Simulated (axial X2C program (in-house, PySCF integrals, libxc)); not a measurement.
**All-electron X2C curves of BrCo⁺**

What are the state, bond length, wavenumber and bond energy of BrCo⁺, and what does spin–orbit coupling change?

Computed with an in-house X2C program for linear molecules on PySCF integrals. Level: all-electron X2C, Br dyall-cv3z, Co dyall-cv3z.

All values are calculated.

## (1) Set-up

The input, task.json:

```json
{"zs": [35, 27], "q": 1, "bas": ["dyall-cv3z", "dyall-cv3z"], "levels": ["PBE0", "HF", "B3LYP"], "cc": true, "r0": 2.25, "thr": -2.0, "nmax": 90, "npts": 10, "nst": 2, "ntry": 6}
```

Keys: zs atomic numbers; q charge; bas basis sets; levels methods (HF also brings MP2); cc coupled cluster on or off; r0 starting distance in Å; thr threshold in hartree for freezing inner shells (an s shell follows its p shell); nmax most natural virtual spinors; npts points asked for on the curve; nst determinants followed; ntry starts of the search.

On the command line:

```bash
python so2c.py task.json out
```

Spin-free means the one-electron spin-free X2C Hamiltonian; two-component (2c) means X2C with spin–orbit coupling and atomic mean-field two-electron Coulomb and Gaunt terms. Basis: Br dyall-cv3z contracted to [8s9p6d4f1g], Co dyall-cv3z contracted to [9s10p6d3f2g]; Gaussian nuclei, density fitting. Masses: Br 78.918 u, Co 58.933 u.

Notation: σ, π±, δ± give the projection m of an orbital's angular momentum (0, ±1, ±2), α and β its spin, Λ and M_S the sums; ω is the projection of a spinor's total angular momentum and Ω the sum. Logs are in hartree.

The results follow Hamiltonian by Hamiltonian and level by level.

## (2) Search for the lowest determinant

PBE0 moves the distance from 2.250 Å to 2.151 Å and compares determinants there.

Spin-free determinants:

```json
{"ΔE (eV)": "0.00", "state": "M_S = 3/2, Λ = 2", "open shells": "beyond closed shells: π+α, π-α, δ+α, δ+β, δ-α"}
{"ΔE (eV)": "0.13", "state": "M_S = 3/2, Λ = 3", "open shells": "beyond closed shells: σα, π+α, π+β, π-α, δ+α, δ+β, δ-α"}
{"ΔE (eV)": "0.61", "state": "M_S = 3/2, Λ = 0", "open shells": "beyond closed shells: σα, δ+α, δ-α"}
{"ΔE (eV)": "1.08", "state": "M_S = 3/2, Λ = 1", "open shells": "beyond closed shells: π+α, π+β, π-α, δ+α, δ-α"}
{"ΔE (eV)": "1.43", "state": "M_S = 1/2, Λ = 2", "open shells": "beyond closed shells: π+β, π-α, δ+α, δ+β, δ-α"}
{"ΔE (eV)": "1.43", "state": "M_S = 1/2, Λ = 4", "open shells": "beyond closed shells: π+α, π+β, δ+α, δ+β, δ-α"}
{"ΔE (eV)": "1.56", "state": "M_S = 1/2, Λ = 1", "open shells": "beyond closed shells: π+α"}
```

Two-component determinants:

```
ΔE (eV)    state                                       open shells
   0.00  Ω = 7/2  excess of +ω over −ω: ω = -1/2, ω = 3/2, ω = 5/2
   0.05  Ω = 9/2   excess of +ω over −ω: ω = 1/2, ω = 3/2, ω = 5/2
   0.11  Ω = 1/2                     excess of +ω over −ω: ω = 1/2
   0.32  Ω = 3/2                     excess of +ω over −ω: ω = 3/2
   0.35  Ω = 5/2                     excess of +ω over −ω: ω = 5/2
   0.65  Ω = 3/2  excess of +ω over −ω: ω = 1/2, ω = -3/2, ω = 5/2
   1.06  Ω = 5/2                     excess of +ω over −ω: ω = 5/2
```

## (3) PBE0, spin-free

State followed: M_S = 3/2, Λ = 2 (beyond closed shells: π+α, π-α, δ+α, δ+β, δ-α). The scan is laid around 2.151 Å, a first estimate of the minimum, and this SCF restarts from the orbitals of the search.

The SCF at the reference distance of 2.151 Å:

```text
spin-free X2C-1e  PBE0
basis functions 210  fitting functions 1174  grid points 5798
iter        total energy     max residual
   1      -3998.865365581     3.23e-05
   2      -3998.865365602     3.20e-05
   3      -3998.865365605     4.86e-05
   4      -3998.865365611     2.56e-05
   5      -3998.865365617     7.97e-06
converged
one-electron -6000.97973360  Coulomb 1921.87466752  exact exchange -37.37621810  xc functional -114.86779335  nuclear repulsion 232.48371191
```

Along the bond, energies from the lowest point:

```csv
R (Å),E (eV),μ (D),HOMO (eV),LUMO (eV),iterations
2.022,0.1585,5.66,-14.77,-10.29,12
2.087,0.0332,5.98,-14.70,-10.34,12
2.151,0.0000,6.29,-14.56,-10.41,5
2.226,0.0485,6.63,-14.37,-10.48,12
2.302,0.1657,6.96,-14.14,-10.56,12
2.398,0.3850,7.36,-13.88,-10.65,14
```

Dipoles are positive if Co is the positive end and refer to the centre of mass.

Outer orbitals at the reference distance:

| symmetry | occupied | ε (eV) | atomic character |
| --- | --- | --- | --- |
| σα | yes | -28.34 | 80% Br s, 8% Co p, 7% Co d |
| σβ | yes | -27.93 | 80% Br s, 8% Co p, 7% Co d |
| π-α | yes | -19.41 | 97% Co d, 2% Br p |
| π+α | yes | -19.41 | 97% Co d, 2% Br p |
| δ-α | yes | -18.81 | 100% Co d |
| δ+α | yes | -18.81 | 100% Co d |
| σα | yes | -18.67 | 80% Co d, 16% Br p, 3% Br s |
| σβ | yes | -17.45 | 59% Co d, 33% Br p, 4% Br s |
| δ+β | yes | -16.17 | 100% Co d |
| σα | yes | -15.48 | 59% Br p, 21% Co s, 16% Co d |
| σβ | yes | -14.87 | 43% Br p, 35% Co d, 18% Co s |
| π+β | yes | -14.65 | 71% Br p, 24% Co d, 4% Co p |
| π-β | yes | -14.62 | 75% Br p, 20% Co d, 4% Co p |
| π+α | yes | -14.56 | 89% Br p, 6% Co d, 5% Co p |
| π-α | yes | -14.56 | 89% Br p, 6% Co d, 5% Co p |
| δ-β | no | -10.41 | 100% Co d |
| π+β | no | -10.36 | 78% Co d, 19% Br p, 2% Co p |
| π-β | no | -10.09 | 81% Co d, 16% Br p |
| σα | no | -9.65 | 57% Co s, 28% Co p, 11% Br p |

PBE0 fields in the half plane through the axis: z from -2.4 to 4.5 Å across, distance from the axis 0.15 to 2.25 Å upwards; Br lies at z = 0 and Co at z = 2.151 Å; the ELF is damped to zero where the density is low.

log10 density (e/bohr³). Ten even steps from '0' (-5.71 ) to '9' (1.44 ):
```
011223333333333332221100
112233444444433333322100
122334445544444444332110
223344555555555554433211
233455666665555555443221
234456666666666666543321
234556678766667877654321
234556789876678987654321
```

ELF. Ten even steps from ' ' (0.00 ) to '@' (0.84 ):
```
                ....                            
          ..::------::..........                
        ::--++******++==::::......              
      ..==**%%%%%%%%##**==::::::..              
    ..--**%%@@@@@@@@@@%%++::..::..              
    ::++%%@@@@##++##@@%%==..::==--..            
    ::**%%@@**::==::++%%--::**@@%%==..          
    --**@@@@::%%::%%::##--++@@++**@@==..        
```

Re = 2.146 Å, ωe = 371 cm⁻¹, ωexe = 0.922 cm⁻¹, Be = 0.1084 cm⁻¹, De = 2.77 eV, μ = 6.27 D.

## (4) HF, spin-free

Output at 2.151 Å:

```text
spin-free X2C-1e  HF
basis functions 210  fitting functions 1174  grid points 5798
iter        total energy     max residual
   1      -3996.126226569     2.33e-01
   2      -3996.188423446     2.22e-02
   3      -3996.198025958     6.00e-02
   4      -3996.202862706     9.44e-03
   5      -3996.203422588     2.27e-03
   6      -3996.203616232     2.55e-03
   7      -3996.203647948     8.78e-04
   8      -3996.203658178     3.34e-04
   9      -3996.203660146     2.52e-04
  10      -3996.203660973     8.08e-05
  11      -3996.203661179     4.68e-05
  12      -3996.203661227     2.50e-05
  13      -3996.203661235     7.97e-06
  14      -3996.203661236     2.94e-06
converged
one-electron -6000.98660916  Coulomb 1922.05907231  exact exchange -149.75983629  xc functional 0.00000000  nuclear repulsion 232.48371191
```

No constants are quoted: too few points lie around the minimum for a second fit to confirm the first.

## (5) B3LYP, spin-free

The SCF at the reference distance of 2.151 Å:

```text
spin-free X2C-1e  B3LYP
basis functions 210  fitting functions 1174  grid points 5798
iter        total energy     max residual
   1      -3999.468719370     4.94e-02
   2      -3999.470182731     1.37e-02
   3      -3999.470969454     1.31e-02
   4      -3999.471134241     2.42e-03
   5      -3999.471200391     2.80e-03
   6      -3999.471214652     7.08e-04
   7      -3999.471216664     2.79e-04
   8      -3999.471216939     1.27e-04
   9      -3999.471216970     1.53e-05
  10      -3999.471216973     1.51e-05
converged
one-electron -6000.94426423  Coulomb 1921.82199526  exact exchange -29.89204021  xc functional -122.94061970  nuclear repulsion 232.48371191
```

Re = 2.160 Å, ωe = 360 cm⁻¹, ωexe = 0.97 cm⁻¹, Be = 0.1071 cm⁻¹, De = 2.69 eV, μ = 5.89 D.

## (6) Correlated methods, spin-free

Correlated methods: 15 electrons correlated (frozen shells, counted by type: Br 3 s, 2 p, 1 d; Co 3 s, 2 p), 265 virtual spinors in MP2, 90 natural virtuals in coupled cluster.

Output of the correlated part at 2.151 Å:

```text
correlated 15  virtual 265  natural virtual 90  E(MP2) -0.405996393  MP2 remainder -0.036861125
iter   CCSD correlation   residual
   1     -0.370986569   1.15e-01
   2     -0.378771535   5.63e-02
   3     -0.382382834   3.29e-02
   4     -0.383303737   2.03e-02
   5     -0.384276216   1.26e-02
   6     -0.384657775   5.66e-03
   7     -0.384715591   2.32e-03
   8     -0.384751937   1.25e-03
   9     -0.384727409   7.42e-04
  10     -0.384739921   3.59e-04
  11     -0.384735681   1.59e-04
  12     -0.384738285   7.41e-05
  13     -0.384738527   3.66e-05
  14     -0.384738278   1.70e-05
  15     -0.384738077   8.57e-06
  16     -0.384737889   4.76e-06
  17     -0.384737773   2.56e-06
  18     -0.384737732   1.39e-06
  19     -0.384737686   7.70e-07
  20     -0.384737682   4.17e-07
(T) -0.013324620  T1 0.0492  D1 0.1508  max T2 0.053
```

T1 in the output is the amplitude norm over the root of the electron number; divide by √2 for the Lee–Taylor value.

MP2: Re = 2.176 Å, ωe = 360 cm⁻¹, Be = 0.1055 cm⁻¹, De = 1.97 eV.

CCSD: Re = 2.172 Å, ωe = 360 cm⁻¹, ωexe = 0.906 cm⁻¹, Be = 0.1059 cm⁻¹, De = 2.43 eV. T1 at Re = 0.034 (Lee–Taylor, the printed value over √2).

CCSD(T): Re = 2.167 Å, ωe = 361 cm⁻¹, ωexe = 0.884 cm⁻¹, Be = 0.1064 cm⁻¹, De = 2.44 eV. T1 at Re = 0.034 (Lee–Taylor, the printed value over √2).

## (7) A higher determinant, spin-free

State: M_S = 3/2, Λ = 3 (beyond closed shells: σα, π+α, π+β, π-α, δ+α, δ+β, δ-α).

Output at the reference distance:

```text
spin-free X2C-1e  PBE0
basis functions 210  fitting functions 1174  grid points 5798
iter        total energy     max residual
   1      -3998.860677344     5.95e-05
   2      -3998.860677364     5.16e-05
   3      -3998.860677385     3.69e-05
   4      -3998.860677392     8.60e-06
converged
one-electron -6001.68394568  Coulomb 1922.60504352  exact exchange -37.38244377  xc functional -114.88304337  nuclear repulsion 232.48371191
```

```csv
R (Å),E above the lowest PBE0 point (eV)
2.022,0.360
2.087,0.194
2.151,0.128
2.226,0.145
2.302,0.238
2.398,0.429
```

Re = 2.173 Å, ωe = 366 cm⁻¹, ωexe = 1.09 cm⁻¹, Be = 0.1058 cm⁻¹, μ = 6.47 D. Te = 0.12 eV.

## (8) The spin-free curves together

Energy (eV) of the followed determinant, spin-free, from each level's lowest point:

```csv
R (Å),PBE0,HF,MP2,CCSD,CCSD(T),B3LYP
2.022,0.158,0.521,0.232,0.220,0.206,0.188
2.087,0.033,0.242,0.068,0.062,0.056,0.048
2.151,0.000,0.078,0.000,0.000,0.000,0.000
2.226,0.048,0.000,0.014,0.018,0.025,0.031
2.302,0.166,0.015,0.103,0.110,0.121,0.131
2.398,0.385,0.132,0.296,0.301,0.317,0.327
```

## (9) PBE0, 2c

State followed: Ω = 7/2 (excess of +ω over −ω: ω = -1/2, ω = 3/2, ω = 5/2). The scan is laid around 2.151 Å, a first estimate of the minimum, and this SCF restarts from the orbitals of the search.

Output at 2.151 Å:

```text
two-component X2C + atomic mean field  PBE0
basis functions 210  fitting functions 1174  grid points 5798
iter        total energy     max residual
   1      -3997.585472569     4.86e-05
   2      -3997.585472601     4.79e-05
   3      -3997.585472607     7.26e-05
   4      -3997.585472643     2.08e-05
   5      -3997.585472649     8.91e-06
converged
one-electron -5997.69903416  Coulomb 1921.20790388  exact exchange -37.36271068  xc functional -114.82672106  nuclear repulsion 232.48371191  atomic mean-field constant -1.38862254
```

Along the bond, energies from the lowest point:

```csv
R (Å),E (eV),μ (D),HOMO (eV),LUMO (eV),iterations
2.022,0.1616,5.65,-14.67,-10.24,13
2.087,0.0347,5.97,-14.54,-10.29,12
2.151,0.0000,6.27,-14.40,-10.36,5
2.226,0.0467,6.62,-14.22,-10.44,12
2.302,0.1623,6.95,-13.99,-10.52,12
2.398,0.3794,7.35,-13.73,-10.61,13
```

Dipoles are positive if Co is the positive end and refer to the centre of mass.

Outer spinors at the reference distance:

```json
{"ω": "1/2", "occupied": "yes", "ε (eV)": "-28.34", "atomic character": "80% Br s, 8% Co p, 7% Co d", "λ mixture": "100% σ"}
{"ω": "-1/2", "occupied": "yes", "ε (eV)": "-27.94", "atomic character": "80% Br s, 8% Co p, 7% Co d", "λ mixture": "100% σ"}
{"ω": "-1/2", "occupied": "yes", "ε (eV)": "-19.45", "atomic character": "97% Co d, 3% Br p", "λ mixture": "100% π"}
{"ω": "3/2", "occupied": "yes", "ε (eV)": "-19.37", "atomic character": "97% Co d, 2% Br p", "λ mixture": "100% π"}
{"ω": "-3/2", "occupied": "yes", "ε (eV)": "-18.88", "atomic character": "100% Co d", "λ mixture": "100% δ"}
{"ω": "5/2", "occupied": "yes", "ε (eV)": "-18.74", "atomic character": "100% Co d", "λ mixture": "100% δ"}
{"ω": "1/2", "occupied": "yes", "ε (eV)": "-18.67", "atomic character": "80% Co d, 16% Br p, 3% Br s", "λ mixture": "100% σ"}
{"ω": "-1/2", "occupied": "yes", "ε (eV)": "-17.46", "atomic character": "59% Co d, 34% Br p, 4% Br s", "λ mixture": "100% σ"}
{"ω": "3/2", "occupied": "yes", "ε (eV)": "-16.23", "atomic character": "100% Co d", "λ mixture": "100% δ"}
{"ω": "1/2", "occupied": "yes", "ε (eV)": "-15.53", "atomic character": "60% Br p, 20% Co s, 16% Co d", "λ mixture": "94% σ, 6% π"}
{"ω": "-1/2", "occupied": "yes", "ε (eV)": "-14.95", "atomic character": "53% Br p, 31% Co d, 13% Co s", "λ mixture": "75% σ, 25% π"}
{"ω": "1/2", "occupied": "yes", "ε (eV)": "-14.74", "atomic character": "73% Br p, 21% Co d, 4% Co p", "λ mixture": "94% π, 6% σ"}
{"ω": "-1/2", "occupied": "yes", "ε (eV)": "-14.64", "atomic character": "79% Br p, 11% Co d, 6% Co s", "λ mixture": "74% π, 26% σ"}
{"ω": "-3/2", "occupied": "yes", "ε (eV)": "-14.48", "atomic character": "72% Br p, 23% Co d, 4% Co p", "λ mixture": "100% π"}
{"ω": "3/2", "occupied": "yes", "ε (eV)": "-14.40", "atomic character": "89% Br p, 6% Co d, 5% Co p", "λ mixture": "100% π"}
{"ω": "-5/2", "occupied": "no", "ε (eV)": "-10.36", "atomic character": "100% Co d", "λ mixture": "100% δ"}
{"ω": "1/2", "occupied": "no", "ε (eV)": "-10.34", "atomic character": "80% Co d, 17% Br p", "λ mixture": "100% π"}
{"ω": "-3/2", "occupied": "no", "ε (eV)": "-10.11", "atomic character": "78% Co d, 18% Br p, 2% Co p", "λ mixture": "100% π"}
{"ω": "1/2", "occupied": "no", "ε (eV)": "-9.64", "atomic character": "57% Co s, 28% Co p, 11% Br p", "λ mixture": "100% σ"}
```

PBE0 fields in the half plane through the axis: z from -2.4 to 4.5 Å across, distance from the axis 0.15 to 2.25 Å upwards; Br lies at z = 0 and Co at z = 2.151 Å; the ELF is damped to zero where the density is low.

log10 density (e/bohr³). Ten even steps from '0' (-5.70 ) to '9' (1.44 ):
```
011223333333333332221100
112233444444433333322100
122334445544444444332110
223344555555555554433211
233455566665555555443221
234456666666666666543321
234556678766667877654321
234556789876678987654321
```

ELF. Ten even steps from ' ' (0.00 ) to '@' (0.84 ):
```
              ......                            
          ..::------::..........                
        ::--++******++==::::......              
      ..==**%%%%%%%%##**==::::::..              
    ..--**%%@@@@@@@@@@%%++::..::..              
    ::++%%@@@@##++##@@%%==..::==--..            
    ::**%%@@**::==::++%%--::**@@%%==..          
    --**@@@@::%%::%%::##--++@@++**@@==..        
```

Re = 2.148 Å, ωe = 370 cm⁻¹, ωexe = 0.925 cm⁻¹, Be = 0.1083 cm⁻¹, De = 2.66 eV, μ = 6.26 D.

## (10) HF, 2c

The SCF at the reference distance of 2.151 Å:

```text
two-component X2C + atomic mean field  HF
basis functions 210  fitting functions 1174  grid points 5798
iter        total energy     max residual
   1      -3994.846883638     2.41e-01
   2      -3994.909441050     2.23e-02
   3      -3994.919015303     6.22e-02
   4      -3994.923893667     9.16e-03
   5      -3994.924414858     2.16e-03
   6      -3994.924601096     2.53e-03
   7      -3994.924635597     9.34e-04
   8      -3994.924649146     5.69e-04
   9      -3994.924653262     5.04e-04
  10      -3994.924657004     3.97e-04
  11      -3994.924659492     2.92e-04
  12      -3994.924661592     1.86e-04
  13      -3994.924663038     1.48e-04
  14      -3994.924663905     1.06e-04
  15      -3994.924664243     5.62e-05
  16      -3994.924664330     3.13e-05
  17      -3994.924664346     9.82e-06
  18      -3994.924664349     4.92e-06
  19      -3994.924664350     3.37e-06
  20      -3994.924664350     2.08e-06
converged
one-electron -5997.70658309  Coulomb 1921.39279502  exact exchange -149.70596565  xc functional 0.00000000  nuclear repulsion 232.48371191  atomic mean-field constant -1.38862254
```

No constants are quoted: too few points lie around the minimum for a second fit to confirm the first.

## (11) B3LYP, 2c

Output at 2.151 Å:

```text
two-component X2C + atomic mean field  B3LYP
basis functions 210  fitting functions 1174  grid points 5798
iter        total energy     max residual
   1      -3998.188487714     5.02e-02
   2      -3998.189939767     1.33e-02
   3      -3998.190742144     1.33e-02
   4      -3998.190910276     2.45e-03
   5      -3998.190978741     2.82e-03
   6      -3998.190993377     7.23e-04
   7      -3998.190995543     2.93e-04
   8      -3998.190995867     1.35e-04
   9      -3998.190995921     1.96e-05
  10      -3998.190995933     2.21e-05
  11      -3998.190995935     6.00e-06
converged
one-electron -5997.66591197  Coulomb 1921.15756653  exact exchange -29.88119293  xc functional -122.89654694  nuclear repulsion 232.48371191  atomic mean-field constant -1.38862254
```

Re = 2.162 Å, ωe = 359 cm⁻¹, ωexe = 0.97 cm⁻¹, Be = 0.1069 cm⁻¹, De = 2.54 eV, μ = 5.88 D.

## (12) Correlated methods, 2c

Correlated methods: 15 electrons correlated (frozen shells, counted by type: Br 3 s, 2 p, 1 d; Co 3 s, 2 p), 265 virtual spinors in MP2, 90 natural virtuals in coupled cluster.

Output of the correlated part at 2.151 Å:

```text
correlated 15  virtual 265  natural virtual 90  E(MP2) -0.405858711  MP2 remainder -0.036887441
iter   CCSD correlation   residual
   1     -0.370871812   1.15e-01
   2     -0.378636434   5.59e-02
   3     -0.382216346   3.25e-02
   4     -0.383106167   1.99e-02
   5     -0.384032451   1.22e-02
   6     -0.384390364   5.42e-03
   7     -0.384441864   2.18e-03
   8     -0.384474629   1.18e-03
   9     -0.384451844   7.15e-04
  10     -0.384463120   3.66e-04
  11     -0.384458995   1.72e-04
  12     -0.384461701   8.77e-05
  13     -0.384461950   5.04e-05
  14     -0.384461694   3.14e-05
  15     -0.384461455   2.17e-05
  16     -0.384461192   1.52e-05
  17     -0.384461024   1.06e-05
  18     -0.384461014   7.43e-06
(T) -0.013279985  T1 0.0479  D1 0.1419  max T2 0.050
```

MP2: Re = 2.178 Å, ωe = 359 cm⁻¹, Be = 0.1053 cm⁻¹, De = 1.83 eV.

CCSD: Re = 2.175 Å, ωe = 358 cm⁻¹, Be = 0.1057 cm⁻¹, De = 2.29 eV. T1 at Re = 0.033 (Lee–Taylor, the printed value over √2).

CCSD(T): Re = 2.169 Å, ωe = 359 cm⁻¹, ωexe = 0.911 cm⁻¹, Be = 0.1062 cm⁻¹, De = 2.29 eV. T1 at Re = 0.033 (Lee–Taylor, the printed value over √2).

## (13) A higher determinant, 2c

State: Ω = 9/2 (excess of +ω over −ω: ω = 1/2, ω = 3/2, ω = 5/2).

Output at the reference distance:

```text
two-component X2C + atomic mean field  PBE0
basis functions 210  fitting functions 1174  grid points 5798
iter        total energy     max residual
   1      -3997.583605303     3.95e-05
   2      -3997.583605310     3.40e-05
   3      -3997.583605315     4.49e-05
   4      -3997.583605321     2.09e-05
   5      -3997.583605326     3.51e-06
converged
one-electron -5998.49847535  Coulomb 1922.03343225  exact exchange -37.36909664  xc functional -114.84455496  nuclear repulsion 232.48371191  atomic mean-field constant -1.38862254
```

```csv
R (Å),E above the lowest PBE0 point (eV)
2.022,0.287
2.087,0.119
2.151,0.051
2.226,0.066
2.302,0.154
2.398,0.340
```

Re = 2.175 Å, ωe = 363 cm⁻¹, Be = 0.1056 cm⁻¹, μ = 6.37 D. Te = 0.05 eV.

## (14) The 2c curves together

Energy (eV) of the followed determinant, 2c, from each level's lowest point:

```csv
R (Å),PBE0,HF,MP2,CCSD,CCSD(T),B3LYP
2.022,0.162,0.527,0.237,0.223,0.211,0.191
2.087,0.035,0.246,0.070,0.065,0.059,0.049
2.151,0.000,0.080,0.000,0.000,0.000,0.000
2.226,0.047,0.000,0.011,0.015,0.022,0.029
2.302,0.162,0.013,0.098,0.104,0.115,0.127
2.398,0.379,0.126,0.288,0.291,0.307,0.321
```

The whole job took 3.5 min on 1 thread of Arm Neoverse V2, shared host; peak memory 1 GiB.

## (15) What came out

Lowest determinant that the search found at its distance, spin-free: M_S = 3/2, Λ = 2 (beyond closed shells: π+α, π-α, δ+α, δ+β, δ-α).

Lowest determinant that the search found at its distance, 2c: Ω = 7/2 (excess of +ω over −ω: ω = -1/2, ω = 3/2, ω = 5/2).

```json
{"Hamiltonian": "spin-free", "level": "PBE0", "Re (Å)": "2.146", "ωe (cm⁻¹)": "371", "De (eV)": "2.77", "μ (D)": "6.27"}
{"Hamiltonian": "spin-free", "level": "MP2", "Re (Å)": "2.176", "ωe (cm⁻¹)": "360", "De (eV)": "1.97", "μ (D)": "n/a"}
{"Hamiltonian": "spin-free", "level": "CCSD", "Re (Å)": "2.172", "ωe (cm⁻¹)": "360", "De (eV)": "2.43", "μ (D)": "n/a"}
{"Hamiltonian": "spin-free", "level": "CCSD(T)", "Re (Å)": "2.167", "ωe (cm⁻¹)": "361", "De (eV)": "2.44", "μ (D)": "n/a"}
{"Hamiltonian": "spin-free", "level": "B3LYP", "Re (Å)": "2.160", "ωe (cm⁻¹)": "360", "De (eV)": "2.69", "μ (D)": "5.89"}
{"Hamiltonian": "2c", "level": "PBE0", "Re (Å)": "2.148", "ωe (cm⁻¹)": "370", "De (eV)": "2.66", "μ (D)": "6.26"}
{"Hamiltonian": "2c", "level": "MP2", "Re (Å)": "2.178", "ωe (cm⁻¹)": "359", "De (eV)": "1.83", "μ (D)": "n/a"}
{"Hamiltonian": "2c", "level": "CCSD", "Re (Å)": "2.175", "ωe (cm⁻¹)": "358", "De (eV)": "2.29", "μ (D)": "n/a"}
{"Hamiltonian": "2c", "level": "CCSD(T)", "Re (Å)": "2.169", "ωe (cm⁻¹)": "359", "De (eV)": "2.29", "μ (D)": "n/a"}
{"Hamiltonian": "2c", "level": "B3LYP", "Re (Å)": "2.162", "ωe (cm⁻¹)": "359", "De (eV)": "2.54", "μ (D)": "5.88"}
```

Dipoles are positive if Co is the positive end and refer to the centre of mass. No constants: spin-free HF (too few points lie around the minimum for a second fit to confirm the first); 2c HF (too few points lie around the minimum for a second fit to confirm the first).

Time per point (s) on 1 thread of Arm Neoverse V2, shared host (2c runs; CCSD comes with the CCSD(T) run); the times are rough: PBE0 0.83, MP2 1.1, CCSD(T) 7.5, B3LYP 0.91.

At CCSD(T), going from spin-free to two-component changes Re by +2 mÅ, ωe by -0.5 %; the spin-free picture holds up (part of it comes from the scalar share of the two-electron terms). De moves by -0.15 eV; both De rest on single-determinant atoms, which can miss part of an open shell's spin–orbit lowering.

De refers to Br + Co+, each in the lowest determinant found, which need not be this curve's own limit. The state is a single determinant with fixed occupations, the lowest that a limited PBE0 search found. De is counted from the lowest determinant-based energies of the atoms at the same level, without counterpoise correction. Density functionals use the spin component along the axis (collinear). Coupled cluster ran in a truncated set of natural virtual spinors; the MP2 energy of the rest was added. With several unpaired electrons one determinant need not be a pure state. T1 at Re is 0.034 (Lee–Taylor), above the customary mark of 0.02.
